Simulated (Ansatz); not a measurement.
# WS under changes of volume

One of the cells (13.607 Å³/atom); the others are scaled copies at fixed shape and fractional positions:

```
W S
1.0
     3.00789    0.00000    0.00000
     0.00000    3.00789    0.00000
     0.00000    0.00000    3.00789
W S
1 1
Direct
  0.50000 0.50000 0.50000
  0.00000 0.00000 0.00000
```

The cell was built by a generator and needn't be a form met in nature.

```yaml
Program: Ansatz 0.2.0
Functional: PBE
Potentials_or_basis: Ansatz PAW
Cutoff: "420 eV (not typed: the program's choice for these potentials)"
k_mesh: 9 × 9 × 9
Occupations: fermi-dirac, width 0.05 eV
Spin: no spin polarisation
```

| volume (Å³/atom) | energy over the lowest point (meV/atom) | pressure (GPa) |
| --- | --- | --- |
| 12.790 | 44.01 | 17.8 |
| 13.063 | 19.31 | 11.3 |
| 13.335 | 5.02 | 5.5 |
| 13.607 | 0.00 | 0.4 |
| 13.879 | 3.29 | -4.3 |
| 14.151 | 13.98 | -8.4 |
| 14.423 | ? | ? |

**Question.** What does the run at 14.423 Å³/atom give?

**Answer.** Energy over the lowest point 31.28 meV/atom; pressure -12.0 GPa.

Worked out: A Birch-Murnaghan fit of order 3 (a polynomial in V^(-2/3)) to the other rows has its minimum at 13.63 Å³/atom with B0 = V·E''(V) = 242 GPa and B' = 4.5. It gives 31.36 meV/atom at 14.423 Å³/atom, against the run's 31.28, and -dE/dV = -12.1 GPa, against -12.0.

Energies are extrapolated to zero smearing.
